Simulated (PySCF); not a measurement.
# How the numerical set-up moves the result for SeN

Aim: see how much the energy and properties of SeN depend on the numerical set-up.

The runs use PySCF 2.14.0; each script names its method and basis.

1 further run of the same task is left out (it didn't finish).

### 1 Starting geometry

SeN: 2 atoms, charge 0, spin multiplicity 2.

Bond lengths: Se1–N2 1.593 Å.

### 2 The base run

input.py

```python
from pyscf import gto, dft

mol = gto.M(
    atom='Se 0 0 0; N 0 0 1.593',
    basis='aug-cc-pvdz',
    charge=0,
    spin=1,
    verbose=4,
)
mf = dft.ROKS(mol, xc='x3lyp')
mf.kernel()
g = mf.nuc_grad_method()
g.grid_response = True
g.kernel()
mf.dip_moment()
print('orbital energies (hartree):', mf.mo_energy[..., max(0, mol.nelec[1]-3):mol.nelec[0]+3].round(4))
```

Launch:

```sh
$ python input.py
```

The log of this run is left out.

Base result: E(SCF) = -2456.098798 Eh, 10 cycles, μ = 2.17 D, gradient on the second atom -0.0669 Eh/bohr.

The bond length is a typed value, not an optimised one.

### 3 Cartesian functions on

Edit 1 changes Cartesian functions: off → on.

input.py

```python
from pyscf import gto, dft

mol = gto.M(
    atom='Se 0 0 0; N 0 0 1.593',
    basis='aug-cc-pvdz',
    charge=0,
    spin=1,
    cart=True,
    verbose=4,
)
mf = dft.ROKS(mol, xc='x3lyp')
mf.kernel()
g = mf.nuc_grad_method()
g.grid_response = True
g.kernel()
mf.dip_moment()
print('orbital energies (hartree):', mf.mo_energy[..., max(0, mol.nelec[1]-3):mol.nelec[0]+3].round(4))
```

Launch:

```sh
$ python input.py
```

### 4 Cc-pvdz

Edit 2 changes basis set: aug-cc-pvdz → cc-pvdz.

Changes to input.py since step 2:

```diff
@@ -4,3 +4,3 @@
     atom='Se 0 0 0; N 0 0 1.593',
-    basis='aug-cc-pvdz',
+    basis='cc-pvdz',
     charge=0,
```

### 5 Spin-free X2C on

Edit 3 changes spin-free X2C: off → on.

Changes to input.py since step 2:

```diff
@@ -10,2 +10,3 @@
 mf = dft.ROKS(mol, xc='x3lyp')
+mf = mf.sfx2c1e()
 mf.kernel()
```

### 6 Pcseg-1

Edit 4 changes basis set: aug-cc-pvdz → pcseg-1.

Changes to input.py since step 2:

```diff
@@ -4,3 +4,3 @@
     atom='Se 0 0 0; N 0 0 1.593',
-    basis='aug-cc-pvdz',
+    basis='pcseg-1',
     charge=0,
```

### 7 Sbkjc (core potential on)

Edit 5 changes basis set: aug-cc-pvdz → sbkjc; core potential: off → on. The core potential changes with it: totals don't compare.

Changes to input.py since step 2:

```diff
@@ -4,3 +4,4 @@
     atom='Se 0 0 0; N 0 0 1.593',
-    basis='aug-cc-pvdz',
+    basis='sbkjc',
+    ecp={'Se': 'sbkjc', 'N': 'sbkjc'},
     charge=0,
```

Q: Predict the outcome of this session. Wanted: for each run, E(SCF); from base; SCF dipole.

**Answer**, as computed:

| run | E(SCF) (hartree) | from base (eV) | cycles | SCF dipole (D) | functions |
| --- | --- | --- | --- | --- | --- |
| base | -2456.098798 | 0 | 10 | 2.17 | 59 |
| Cartesian functions on | -2456.101732 | -0.0798 | 10 | 2.17 | 64 |
| cc-pvdz | -2456.087282 | +0.3134 | 10 | 2.10 | 41 |
| spin-free X2C on | -2478.038471 | -597.0089 | 10 | 2.16 | 59 |
| pcseg-1 | -2455.830134 | +7.3107 | 10 | 2.27 | 41 |
| sbkjc (core potential on) | -19.091094 | not comparable | 11 | 2.27 | 16 |

In words: The largest comparable shift of the SCF energy, -597.009 eV, comes with the run “spin-free X2C on”. cc-pvdz (41 functions) gives an energy 0.31 eV higher than aug-cc-pvdz (59). Scalar relativity lowers the total energy by 597.01 eV, nearly all of it in the inner shells; a basis contracted without relativity catches only part of it. pcseg-1 (41 functions) gives an energy 7.31 eV higher than aug-cc-pvdz (59).
